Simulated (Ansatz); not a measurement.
Wanted: the native input for an Ansatz 0.2.0 run.

| Quantity | Value |
| --- | --- |
| Task | band structure |
| Functional | PBE |
| Potentials or basis | all-electron LAPW, scalar-relativistic |
| Cutoff | 263 eV (chosen from the basis error) |
| Basis error allowed | 0.001 eV/atom |
| k mesh | 11 × 11 × 6 |
| Occupations | fermi-dirac, width 0.05 eV |
| Spin | no spin polarisation |

AgRh:

```
CELL_PARAMETERS angstrom
2.77759 0.00000 0.00000
-1.38879 2.40546 0.00000
0.00000 0.00000 4.80860
ATOMIC_POSITIONS crystal
Ag 0.00000 0.00000 0.50000
Rh 0.66667 0.33333 0.00000
```

The cell comes from a database or a generator and needn't be the stable form of this composition.

One way to write it, as run:

input.yaml

```yaml
crystal:
  lattice:
    - [2.7775881998, 0.0, 0.0]
    - [-1.3887940999, 2.4054619423, 0.0]
    - [0.0, 0.0, 4.808602]
  atoms:
    - { symbol: Ag, position: [0.0, 0.0, 0.5] }
    - { symbol: Rh, position: [0.6666666667, 0.3333333333, 0.0] }
kpoints:
  mp_grid: { grid: [11, 11, 6] }
  band_path:
    path:
      - [0.0, 0.0, 0.0]
      - [0.5, 0.0, 0.0]
      - [0.3333333333, 0.3333333333, 0.0]
      - [0.0, 0.0, 0.0]
      - [0.0, 0.0, 0.5]
      - [0.5, 0.0, 0.5]
      - [0.3333333333, 0.3333333333, 0.5]
      - [0.0, 0.0, 0.5]
    npoints: 12
scf:
  occupations: { method: fermi_dirac, width: 0.05 }
hamiltonian:
  xc: pbe
  pseudopotentials: { kind: all_electron, lapw: { basis_error: 0.001 } }
output:
  forces: true
  stress: true
  eigenvalues: true
```

Potentials or basis: all-electron LAPW, scalar-relativistic.

The run is started by

```sh
$ ansatz run input.yaml --threads 1 --pin off --max-ram 3072MiB --backend cpu --events-out ev --progress --plain --runs-dir out
```

Results of the run:

```json
{
 "Pressure": "-2.3 GPa",
 "Band gap along the path": "none (metal or under the smearing width)"
}
```

It took 42 s on 1 thread of Arm Neoverse V2, on a shared host, peak memory 0.37 GiB.
